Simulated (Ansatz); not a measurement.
# HfIn4SiO6 (Cm) in Ansatz: further runs

Runs on HfIn4SiO6. Level: PBE+U. Tasks: projected density of states.

All numbers are computed with Ansatz 0.2.0; they aren't measurements. Logs are shortened: lines on timing, memory, paths and dates and some standing lists are left out, and cuts for length are marked.

## 1. The crystal as given

Symmetry: Cm, No. 8, monoclinic system. Conventional cell: a = 6.461 Å, b = 11.155 Å, c = 6.494 Å, α = 90.00°, β = 103.71°, γ = 90.00°. Hf (site symmetry m) is surrounded by 4 O at 1.97 to 2.02 Å. In (site symmetry 1) is surrounded by 3 O at 2.38 to 2.46 Å. In (site symmetry 1) has 3 O at 2.42 to 2.65 Å as nearest neighbours. Si (site symmetry m) is surrounded by 4 O at 1.63 to 1.66 Å. O (site symmetry 1) is surrounded by 1 Si at 1.65 Å. O (site symmetry m) has 1 Si at 1.66 Å as nearest neighbours. O (site symmetry m) has 1 Si at 1.63 Å as nearest neighbours. Around O (site symmetry 1) lie 1 Hf at 1.97 Å.

The cell was built by a generator and needn't be a form met in nature.

## 2. Projected density of states, PBE+U

Input file input.yaml:

```yaml
crystal:
  lattice:
    - [3.23023, -5.57768, -0.0247]
    - [3.23023, 5.57768, -0.0247]
    - [-1.49068, 0.0, 6.3203]
  atoms:
    - { symbol: Hf, position: [0.10178, 0.10178, 0.00912] }
    - { symbol: In, position: [0.79222, 0.48204, 0.00818] }
    - { symbol: In, position: [0.48204, 0.79222, 0.00818] }
    - { symbol: In, position: [0.54472, 0.21983, 0.48398] }
    - { symbol: In, position: [0.21983, 0.54472, 0.48398] }
    - { symbol: Si, position: [0.85433, 0.85433, 0.44523] }
    - { symbol: O, position: [0.835, 0.58822, 0.38104] }
    - { symbol: O, position: [0.58822, 0.835, 0.38104] }
    - { symbol: O, position: [0.02899, 0.02899, 0.295] }
    - { symbol: O, position: [0.9792, 0.9792, 0.69555] }
    - { symbol: O, position: [0.42852, 0.14514, 0.07435] }
    - { symbol: O, position: [0.14514, 0.42852, 0.07435] }
hamiltonian:
  xc: pbe
  pseudopotentials: { kind: paw }
  hubbard: { sites: [{ species: Hf, l: d, u_eff: 2.0 }] }
kpoints:
  mp_grid: { grid: [5, 5, 4] }
scf:
  occupations: { method: fermi_dirac, width: 0.05 }
  n_extra_bands: 30
output:
  forces: true
  stress: true
  eigenvalues: true
  dos: { projected: true, de: 0.05, nscf_kmesh: { grid: [8, 8, 6] } }
```

Potentials or basis: Ansatz PAW.

Run with:

```
> ansatz run input.yaml --threads 8 --pin off --max-ram 20480MiB --backend cpu --events-out ev --progress --plain --runs-dir out
```

Log:

```text
Warning: RAYON_NUM_THREADS=8 ignored (pool sized by the plan → 8); use --threads N
Hf: projections on atomic orbitals take those of the free atom [Kr 4d10] 4f14 5s2 5p6 5d2 6s2, of charge +0.00 (hamiltonian.pseudopotentials.projection_atoms); the dataset's partial waves leave at most 4.9e-5 of an orbital's norm unspanned inside its sphere
In: projections on atomic orbitals take those of the free atom [Kr] 4d10 5s2 5p1, of charge +0.00 (hamiltonian.pseudopotentials.projection_atoms); the dataset's partial waves leave at most 3.8e-6 of an orbital's norm unspanned inside its sphere
Si: projections on atomic orbitals take those of the free atom [Ne] 3s2 3p2, of charge +0.00 (hamiltonian.pseudopotentials.projection_atoms); the dataset's partial waves leave at most 6.1e-8 of an orbital's norm unspanned inside its sphere
O: projections on atomic orbitals take those of the free atom [He] 2s2 2p4, of charge +0.00 (hamiltonian.pseudopotentials.projection_atoms); the dataset's partial waves leave at most 1.9e-8 of an orbital's norm unspanned inside its sphere
scf.n_extra_bands = 30 over 59 filled bands (N_el = 118.0): the run solves 89 bands
Engine: ansatz 0.2.0, aarch64-unknown-linux-gnu
Pseudopotentials: kind: paw
Pseudopotential: Hf, paw, valence charge 26, recommended cutoff 420 eV (normal), Hf.paw.azcp
Pseudopotential: In, paw, valence charge 13, recommended cutoff 420 eV (normal), In.paw.azcp
Pseudopotential: Si, paw, valence charge 4, recommended cutoff 420 eV (normal), Si.paw.azcp
Pseudopotential: O, paw, valence charge 6, recommended cutoff 420 eV (normal), O.paw.azcp
Functional definition: PBE
  parameter kappa = 0.804
  parameter beta = 0.06672455060314922
  exchange = pbe_x(kappa = kappa, mu = beta*pi^2/3)
[... 66 lines left out ...]
  atom   6  Si     0.05266451     0.00000000     0.03609750
  atom   7  O     -0.00872980    -0.00440839    -0.00497804
  atom   8  O     -0.00872980     0.00440839    -0.00497804
  atom   9  O     -0.06531488    -0.00000000     0.12119575
  atom  10  O     -0.04008349     0.00000000    -0.17613721
  atom  11  O      0.12100705    -0.17713809     0.05413323
  atom  12  O      0.12100705     0.17713809     0.05413323
  max |Σ_I F_I| component: 3.53e-5 eV/Å
--- Stress (GPa, compression-positive) ---
        0.252418       0.000000       0.043764
        0.000000       0.412783       0.000000
        0.043764       0.000000       0.326725
  P = ⅓ Tr σ = 0.3306 GPa (3.306 kbar)
--- Band table (eV; the first three rows and the last of 33) ---
  k-point 0: bands = ["-54.8045", "-23.6766", "-23.6484", "-23.6244", "-12.3319", "-10.9961", "-10.8916", "-10.8410", "-10.3369", "-10.1001", "-6.3317", "-6.3009", "-6.2866", "-6.2718", "-6.2620", "-6.2575", "-6.2439", "-6.2321", "-6.2040", "-6.2000", "-6.1968", "-6.1920", "-6.1794", "-6.1757", "-6.1674", "-6.1405", "-6.1398", "-6.0668", "-6.0332", "-6.0291", "-4.7056", "-4.7016", "-4.6864", "-4.6619", "-4.6576", "-4.6283", "-4.6252", "-0.7431", "1.1954", "1.5860", "1.7607", "2.4606", "2.6927", "2.8439", "2.9519", "3.2664", "3.3471", "3.4395", "3.6831", "3.8838", "4.0201", "4.0341", "4.2138", "4.4806", "4.8987", "5.0680", "6.6867", "6.7716", "7.4093", "9.4820", "9.7378", "9.9554", "10.7187", "10.7656", "10.9956", "12.0832", "12.2424", "12.5859", "12.8090", "13.2186", "13.4715", "13.9864", "14.1496", "14.2678", "14.4468", "14.5941", "14.9662", "15.4398", "16.0806", "16.4612", "16.7987", "17.0772", "17.4403", "18.3942", "18.4094", "18.6271", "19.1831", "19.2724", "19.7162"]
  k-point 1: bands = ["-54.8044", "-23.6766", "-23.6484", "-23.6247", "-12.2577", "-11.1194", "-10.8912", "-10.8344", "-10.3185", "-10.0995", "-6.3266", "-6.2893", "-6.2761", "-6.2725", "-6.2667", "-6.2461", "-6.2444", "-6.2329", "-6.2315", "-6.2037", "-6.1990", "-6.1882", "-6.1843", "-6.1791", "-6.1477", "-6.1292", "-6.1268", "-6.0716", "-6.0595", "-6.0439", "-4.7056", "-4.7000", "-4.6856", "-4.6617", "-4.6576", "-4.6322", "-4.6251", "-0.4788", "0.9752", "1.5844", "1.7648", "2.1671", "2.5701", "2.8506", "2.9395", "3.2946", "3.4474", "3.4935", "3.7166", "3.8286", "4.0795", "4.0864", "4.5031", "4.6125", "4.8671", "5.2230", "6.3951", "6.6864", "7.5866", "9.3537", "9.8250", "9.9090", "10.5875", "10.6104", "11.2639", "11.8487", "11.9998", "12.5479", "12.5790", "13.0644", "13.0987", "13.5903", "14.3051", "14.6151", "14.8698", "15.2046", "15.2847", "15.4334", "16.1573", "16.4894", "16.6944", "17.2980", "17.3708", "18.1432", "18.3383", "18.4844", "18.9591", "19.4158", "19.6226"]
  k-point 2: bands = ["-54.8044", "-23.6766", "-23.6484", "-23.6251", "-12.1670", "-11.2518", "-10.8907", "-10.8309", "-10.3039", "-10.0989", "-6.3230", "-6.2812", "-6.2711", "-6.2693", "-6.2669", "-6.2480", "-6.2412", "-6.2400", "-6.2192", "-6.2125", "-6.1949", "-6.1924", "-6.1907", "-6.1700", "-6.1352", "-6.1182", "-6.1104", "-6.0982", "-6.0929", "-6.0520", "-4.7056", "-4.6986", "-4.6844", "-4.6617", "-4.6577", "-4.6361", "-4.6251", "-0.1038", "0.7555", "1.4588", "1.7673", "1.8928", "2.4730", "2.8778", "2.9625", "3.2875", "3.5351", "3.5354", "3.6789", "3.7453", "4.1151", "4.1412", "4.7365", "5.0245", "5.2105", "5.2607", "5.6407", "6.6906", "7.7689", "9.2414", "9.7738", "9.9046", "10.4485", "10.8070", "11.1363", "11.6990", "11.9626", "12.2582", "12.3494", "12.7373", "13.0213", "13.6676", "14.7559", "14.7654", "14.8030", "15.2310", "15.9275", "16.1473", "16.1662", "16.3590", "16.6398", "17.2485", "17.2546", "17.7217", "18.0536", "18.1491", "18.9147", "19.3368", "19.7600"]
  k-point 32: bands = ["-54.8045", "-23.6766", "-23.6486", "-23.6250", "-12.1543", "-11.2508", "-10.9125", "-10.8191", "-10.2901", "-10.1110", "-6.3374", "-6.3128", "-6.2773", "-6.2622", "-6.2451", "-6.2387", "-6.2323", "-6.2233", "-6.2152", "-6.2053", "-6.2010", "-6.1813", "-6.1770", "-6.1590", "-6.1432", "-6.1322", "-6.1222", "-6.1118", "-6.1027", "-6.0719", "-4.7050", "-4.6971", "-4.6844", "-4.6612", "-4.6592", "-4.6313", "-4.6256", "0.0657", "0.7597", "1.6490", "1.6763", "1.8428", "2.1366", "2.3398", "2.4749", "3.0068", "3.7251", "3.7541", "3.8714", "4.1945", "4.3573", "4.4644", "4.7667", "4.8652", "5.1075", "5.7797", "6.1987", "6.2693", "7.1128", "9.5010", "9.8536", "10.1284", "10.3814", "10.6294", "11.6536", "11.9492", "12.0950", "12.2471", "12.4480", "13.0035", "13.1146", "13.7368", "14.3225", "14.4376", "14.5676", "14.8717", "15.0655", "15.4259", "15.5170", "16.5561", "16.6985", "16.9206", "17.2210", "17.7886", "18.0417", "18.5320", "18.9428", "19.0284", "19.5704"]
Occupation matrices written to <dir>
```

occupation_matrices:

```text
# The occupation matrices of the corrected shells as a run of Ansatz 0.0.0 ended. An entry of
# hamiltonian.hubbard.sites starts from them by `starting_ns: <path of this file>`, where that key's refused
# combinations let it.
# Free energy -42158.011678 eV.
# projection_atom_Hf: [Kr 4d10] 4f14 5s2 5p6 5d2 6s2
[... 28 lines left out ...]
  site0_d:
    matrix:
      - [0.25483233900867086, 0.0137707008530986, -1.3660947373317356e-17, 0.015515155763709303, 3.0357660829594124e-18]
      - [0.0137707008530986, 0.20224508612781034, 8.890457814381136e-18, -0.0001417252785640982, -6.114900252818245e-17]
      - [-1.3660947373317356e-17, 8.890457814381136e-18, 0.20260841768359833, 4.0766001685454967e-17, -0.023211412055990914]
      - [0.015515155763709302, -0.0001417252785640982, 4.0549161250957866e-17, 0.18133312918142688, 2.168404344971009e-18]
      - [3.0357660829594124e-18, -6.114900252818245e-17, -0.023211412055990914, 2.168404344971009e-18, 0.26241234061286495]
```

It took 64 s on 8 threads of Arm Neoverse V1, shared host; peak memory 2.9 GiB.

What came out:

```
Free energy            : -42158.0117 eV
Pressure               : 0.3 GPa
Largest force          : 0.221 eV/Å
Band gap on the k mesh : 0.63 eV, indirect (least direct gap 0.88 eV)
```

Forces in eV/Å, atoms in the order of the input:
```
Hf  -0.092  0.000 -0.085
In  -0.041 -0.028  0.016
In  -0.041  0.028  0.016
In   0.001 -0.008 -0.013
In   0.001  0.008 -0.013
Si   0.053  0.000  0.036
O   -0.009 -0.004 -0.005
O   -0.009  0.004 -0.005
O   -0.065  0.000  0.121
O   -0.040  0.000 -0.176
O    0.121 -0.177  0.054
O    0.121  0.177  0.054
```

Stress tensor (GPa, compression positive):
```
0.25 0.00 0.04
0.00 0.41 0.00
0.04 0.00 0.33
```

States per cell in windows of 0.5 eV (zero at the valence-band top; states under -8 eV left out):
```csv
from (eV),total,O 2p,In 5p,Hf 5d,In 5s,Si 3p,O 2s
-8.0,0.41,0.26,0.01,0.01,0.01,0.00,0.04
-7.5,0.25,0.15,0.01,0.02,0.03,0.03,0.00
-7.0,1.71,1.01,0.07,0.10,0.30,0.16,0.03
-6.5,4.32,2.61,0.32,0.13,0.80,0.29,0.07
-6.0,3.91,2.37,0.22,0.19,0.82,0.15,0.08
-5.5,2.25,1.46,0.16,0.12,0.34,0.08,0.05
-5.0,3.68,2.63,0.37,0.31,0.18,0.05,0.04
-4.5,5.57,4.35,0.45,0.32,0.18,0.05,0.05
-4.0,5.75,4.76,0.36,0.21,0.19,0.04,0.04
-3.5,4.25,3.58,0.21,0.11,0.23,0.01,0.03
-3.0,3.07,2.57,0.19,0.04,0.20,0.00,0.03
-2.5,1.37,0.72,0.27,0.03,0.29,0.00,0.02
-2.0,1.77,0.78,0.33,0.03,0.57,0.01,0.03
-1.5,2.07,0.77,0.36,0.05,0.81,0.01,0.03
-1.0,0.72,0.20,0.09,0.03,0.37,0.00,0.02
-0.5,1.32,0.35,0.18,0.07,0.67,0.01,0.02
0.0,0.00,0.00,0.00,0.00,0.00,0.00,0.00
0.5,0.42,0.03,0.28,0.02,0.03,0.00,0.03
1.0,1.50,0.17,0.97,0.08,0.12,0.00,0.08
1.5,1.65,0.20,1.04,0.13,0.11,0.01,0.07
2.0,2.16,0.25,1.34,0.22,0.14,0.01,0.09
2.5,2.82,0.30,1.72,0.29,0.25,0.02,0.11
3.0,2.48,0.27,1.32,0.41,0.25,0.03,0.06
3.5,2.66,0.27,1.13,0.82,0.18,0.04,0.06
4.0,3.68,0.45,1.02,1.65,0.16,0.08,0.09
4.5,4.27,0.56,1.48,1.55,0.21,0.08,0.09
5.0,1.46,0.12,0.82,0.19,0.06,0.04,0.05
5.5,2.57,0.17,1.48,0.25,0.08,0.07,0.08
6.0,3.04,0.21,1.47,0.40,0.06,0.12,0.13
6.5,3.36,0.25,1.55,0.44,0.05,0.15,0.13
7.0,3.14,0.24,1.34,0.26,0.03,0.21,0.08
7.5,3.08,0.24,0.99,0.15,0.02,0.33,0.07
```

Eigenvalues of the final occupation matrices:
```csv
site,spin,trace,eigenvalues
site 1,1,1.10,0.18 0.19 0.20 0.26 0.27
```

Caveat: odd divisions of the mesh miss points on the zone boundary, where band edges often lie, so the gap on the mesh can be too wide; the pressure holds a Pulay correction of +0.3 GPa for the finite cutoff; spin-orbit coupling is left out, which moves the levels of the heavy elements.

## 3. Projected density of states, PBE+U

Changes to input.yaml since step 2:

```diff
@@ -21,3 +21,3 @@
   pseudopotentials: { kind: paw }
-  hubbard: { sites: [{ species: Hf, l: d, u_eff: 2.0 }] }
+  hubbard: { sites: [{ species: Hf, l: d, u_eff: 4.0 }] }
 kpoints:
@@ -32 +32,5 @@
   dos: { projected: true, de: 0.05, nscf_kmesh: { grid: [8, 8, 6] } }
+  write_density: true
+  write_potential: true
+  elf: true
+  volumetric_format: npy
```

Potentials or basis: Ansatz PAW.

Run with:

```
> ansatz run input.yaml --threads 8 --pin off --max-ram 20480MiB --backend cpu --events-out ev --progress --plain --runs-dir out
```

It took 65 s on 8 threads of Arm Neoverse V1, shared host; peak memory 3 GiB.

It converged, with:

```yaml
Free_energy: -42156.3390 eV
Pressure: 0.7 GPa
Largest_force: 0.466 eV/Å
Band_gap_on_the_k_mesh: 0.61 eV, indirect (least direct gap 0.86 eV)
```

Forces in eV/Å, atoms in the order of the input:
```
Hf  -0.195  0.000 -0.180
In  -0.089 -0.061  0.029
In  -0.089  0.061  0.029
In   0.004 -0.016 -0.024
In   0.004  0.016 -0.024
Si   0.110  0.000  0.077
O   -0.015 -0.009 -0.009
O   -0.015  0.009 -0.009
O   -0.139  0.000  0.259
O   -0.083  0.000 -0.377
O    0.253 -0.374  0.114
O    0.253  0.374  0.114
```

Stress tensor (GPa, compression positive):
```
0.56 0.00 0.10
0.00 0.89 0.00
0.10 0.00 0.70
```

Levels at points of the mesh, in eV from the valence-band top:
| k point | band 55 | band 56 | band 57 | band 58 | band 59 | band 60 | band 61 | band 62 | band 63 | band 64 |
| --- | --- | --- | --- | --- | --- | --- | --- | --- | --- | --- |
| (0.00, 0.00, 0.00) | -2.92 | -2.75 | -1.14 | -1.05 | -0.40 | 1.67 | 1.92 | 2.15 | 2.91 | 2.94 |
| (0.00, 0.00, -0.50) | -2.62 | -2.56 | -2.18 | -1.13 | -0.06 | 1.41 | 1.98 | 2.10 | 2.62 | 3.00 |

States per cell in windows of 1 eV (zero at the valence-band top; states under -8 eV left out):
```tsv
from (eV)	total	O 2p	In 5p	Hf 5d	In 5s	Si 3p	O 2s
-8.0	0.58	0.36	0.01	0.02	0.03	0.02	0.04
-7.0	6.00	3.62	0.39	0.21	1.09	0.45	0.10
-6.0	6.13	3.79	0.38	0.27	1.21	0.23	0.12
-5.0	9.13	6.91	0.83	0.60	0.36	0.10	0.09
-4.0	10.07	8.40	0.58	0.33	0.42	0.05	0.07
-3.0	4.58	3.43	0.46	0.07	0.48	0.01	0.05
-2.0	3.87	1.57	0.69	0.08	1.38	0.02	0.06
-1.0	2.05	0.56	0.27	0.09	1.04	0.01	0.04
0.0	0.42	0.03	0.28	0.01	0.03	0.00	0.03
1.0	3.07	0.36	1.99	0.17	0.22	0.01	0.15
2.0	4.90	0.54	3.08	0.41	0.38	0.03	0.20
3.0	4.45	0.45	2.39	0.71	0.45	0.05	0.10
4.0	8.09	0.92	2.45	3.47	0.34	0.17	0.18
5.0	4.65	0.39	2.41	0.79	0.15	0.12	0.14
6.0	6.41	0.46	2.96	0.86	0.11	0.26	0.26
7.0	6.27	0.49	2.33	0.46	0.05	0.53	0.16
```

Eigenvalues of the final occupation matrices:
```tsv
site	spin	trace	eigenvalues
site 1	1	1.05	0.16 0.18 0.19 0.26 0.26
```

Caveat: odd divisions of the mesh miss points on the zone boundary, where band edges often lie, so the gap on the mesh can be too wide; the pressure holds a Pulay correction of +0.3 GPa for the finite cutoff; spin-orbit coupling is left out, which moves the levels of the heavy elements.

(Part 1 of 2 ends here.)
